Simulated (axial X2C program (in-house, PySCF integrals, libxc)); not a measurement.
**GeS: properties at the nuclei**

Wanted for GeS: properties at the nuclei, at the two-component level.

Computed with an in-house X2C program for linear molecules on PySCF integrals. Level: two-component X2C with atomic mean-field terms, Ge dyall-acv3z, S dyall-av3z.

All values are calculated.

## (1) The job

Input file task.json:

```json
{"zs": [32, 16], "q": 0, "bas": ["dyall-acv3z", "dyall-av3z"], "r0": 2.05, "levels": ["PBE0", "HF", "B3LYP"], "nst": 1, "ff": 1, "thr": -3.5, "nmax": 130, "opt": {"ecut": 60}}
```

Keys: zs atomic numbers; q charge; bas basis sets; r0 starting distance in Å; levels methods (HF also brings MP2); nst determinants followed; ff finite-field run; thr threshold in hartree for freezing inner shells (an s shell follows its p shell); nmax most natural virtual spinors; ecut virtual cutoff in hartree.

Started as:

```bash
$ python soeom.py task.json out
```

Nuclei are Gaussian, cores are contracted, and the Gaunt term is on.

## (2) Expectation values, lowest determinant

R = 2.015 Å. State: Ω = 0 (closed shell).

Output of the PBE0 run:

```text
two-component X2C + atomic mean field  PBE0
basis functions 186  fitting functions 1004  grid points 5081
iter        total energy     max residual
   1      -2493.374687994     2.92e+00
   2      -2497.039883603     3.22e-02
   3      -2497.003047013     4.68e-02
   4      -2497.072884964     1.49e-02
   5      -2497.079821914     6.76e-03
   6      -2497.080959778     1.17e-03
   7      -2497.080986978     1.68e-04
   8      -2497.080987646     2.69e-05
   9      -2497.080987660     2.97e-06
  10      -2497.080987660     6.25e-07
converged
one-electron -3740.73551505  Coulomb 1215.57957340  exact exchange -25.89877097  xc functional -79.70535338  nuclear repulsion 134.46090918  atomic mean-field constant -0.78183083
```

The highest occupied spinor is 68% S p, 21% Ge p, 6% Ge d.

```
level  qzz Ge (a.u.)  qzz S (a.u.)  μ (D)
 PBE0          -4.43         -0.33  -2.30
   HF          -5.25         -0.23  -2.90
B3LYP          -4.34         -0.38  -2.28
```

qzz is the electric field gradient, eQq0 = 234.96 MHz × Q/barn × qzz; μ is positive if S is the positive end. The operators were transformed with the bare-nucleus X2C matrices.

## (3) Finite-field coupled cluster

Output:

```text
two-component X2C + atomic mean field  HF
basis functions 186  fitting functions 1004  grid points 5081
iter        total energy     max residual
   1      -2495.071947202     2.59e-01
   2      -2495.099566033     6.85e-03
   3      -2495.100523679     3.87e-03
   4      -2495.100712176     9.86e-04
   5      -2495.100756615     4.23e-04
   6      -2495.100764753     1.41e-04
   7      -2495.100766206     1.07e-04
   8      -2495.100766585     2.19e-05
   9      -2495.100766618     6.42e-06
  10      -2495.100766620     2.87e-06
  11      -2495.100766620     1.45e-06
converged
one-electron -3740.49685500  Coulomb 1215.44233925  exact exchange -103.72532921  xc functional 0.00000000  nuclear repulsion 134.46090918  atomic mean-field constant -0.78183083
correlated 20  virtual 298  natural virtual 130  E(MP2) -0.758837704  MP2 remainder -0.051555992
iter   CCSD correlation   residual
   1     -0.665708871   1.66e-01
   2     -0.682057253   7.40e-02
   3     -0.686585770   2.68e-02
   4     -0.685940398   9.56e-03
   5     -0.686103922   4.00e-03
   6     -0.686140900   1.17e-03
   7     -0.686130483   3.97e-04
   8     -0.686133971   1.09e-04
   9     -0.686132793   4.28e-05
  10     -0.686132850   1.86e-05
  11     -0.686132479   1.09e-05
  12     -0.686132503   5.11e-06
  13     -0.686132529   2.13e-06
  14     -0.686132539   7.18e-07
(T) -0.026118807  T1 0.0268  D1 0.0519  max T2 0.067
```

T1 in the output is the amplitude norm over the root of the electron number; divide by √2 for the Lee–Taylor value.

20 electrons correlated in 130 natural virtual spinors, MP2 remainder added; T1 = 0.019.

```
  level  qzz Ge (a.u.)  qzz S (a.u.)  μ (D)
     HF          -5.25         -0.23  -2.90
    MP2          -4.23         -0.49  -1.99
   CCSD          -4.47         -0.37  -2.25
CCSD(T)          -4.18         -0.44  -2.03
```

## (4) What came out

| quantity | value |
| --- | --- |
| lowest determinant | Ω = 0 (closed shell) |
| qzz Ge (a.u.), PBE0 | -4.43 |
| qzz S (a.u.), PBE0 | -0.33 |
| μ (D), PBE0 | -2.30 |
| qzz Ge (a.u.), CCSD(T) | -4.18 |
| qzz S (a.u.), CCSD(T) | -0.44 |
| μ (D), CCSD(T) | -2.03 |

In words: The expectation values come from single determinants, which for open shells can mix terms of unlike spin or miss the lowest Ω, so a determinant need not be a state. qzz is the electric field gradient, eQq0 = 234.96 MHz × Q/barn × qzz; μ is positive if S is the positive end. The operators were transformed with the bare-nucleus X2C matrices. Correlation of the inner shells is missing, which matters for properties at the nucleus.
